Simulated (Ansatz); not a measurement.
**GeCl₂F₂: how energies converge with the basis set**

Aim: see how fast density functionals converge with the basis set for GeCl₂F₂.

The runs use Ansatz 0.2.0, Gaussian basis; one geometry, several basis sets.

Levels to be run: PBE0-D4/def2-SVP; ωB97M-V/def2-SVP; PBE0-D4/def2-QZVPP; ωB97M-V/def2-QZVPP; the functionals' def2-TZVPP values are taken from earlier runs.

## (1) The geometry

The geometry comes from an earlier relaxation with PBE0-D4 in a triple-zeta def2 set; it is a stationary point.

SMILES `[F][Ge]([F])([Cl])[Cl]`, 5 atoms, charge 0, spin multiplicity 1.

Atoms are counted from 1 here; the program's logs count them from 0.

Bond lengths: F1–Ge2 1.705 Å, Ge2–F3 1.705 Å, Ge2–Cl4 2.097 Å, Ge2–Cl5 2.097 Å. Angles: F1–Ge2–F3 106.2°, F1–Ge2–Cl4 109.3°, F1–Ge2–Cl5 109.3°, F3–Ge2–Cl4 109.3°, F3–Ge2–Cl5 109.3°, Cl4–Ge2–Cl5 113.3°.

## (2) PBE0-D4 in def2-SVP

in.yaml

```yaml
crystal:
  periodic: [false, false, false]
  atoms:
    - {symbol: F, position_ang: [1.142657, -1.227895, 0.501652]}
    - {symbol: Ge, position_ang: [0.015499, -0.035648, 0.038586]}
    - {symbol: F, position_ang: [-0.895010, 0.325083, 1.434012]}
    - {symbol: Cl, position_ang: [-1.255206, -0.819118, -1.433547]}
    - {symbol: Cl, position_ang: [1.041959, 1.683877, -0.582204]}
basis:
  gaussian: {orbitals: def2-SVP}
hamiltonian: {xc: pbe0, dispersion: d4}
output: {orbitals: {seedname: orbitals}}
```

Launch:

```bash
ansatz run in.yaml --threads 4 --pin off --events-out ev --progress --plain --max-ram 10444MiB
```

The runs that follow: ωB97M-V in def2-SVP; PBE0-D4 in def2-QZVPP; ωB97M-V in def2-QZVPP.

Before running them: what should the planned runs give, taken together? Wanted: PBE0-D4: double and triple zeta above quadruple; ωB97M-V: double and triple zeta above quadruple.

As calculated:

| quantity | value |
| --- | --- |
| PBE0-D4: double and triple zeta above quadruple | 25.06, 2.27 eV |
| ωB97M-V: double and triple zeta above quadruple | 24.94, 2.18 eV |

**Reading.** For PBE0-D4 the step from double to triple zeta gains 22.79 eV and the next only 2.27 eV. Total energies overstate the basis error of differences, where much of it tends to cancel.
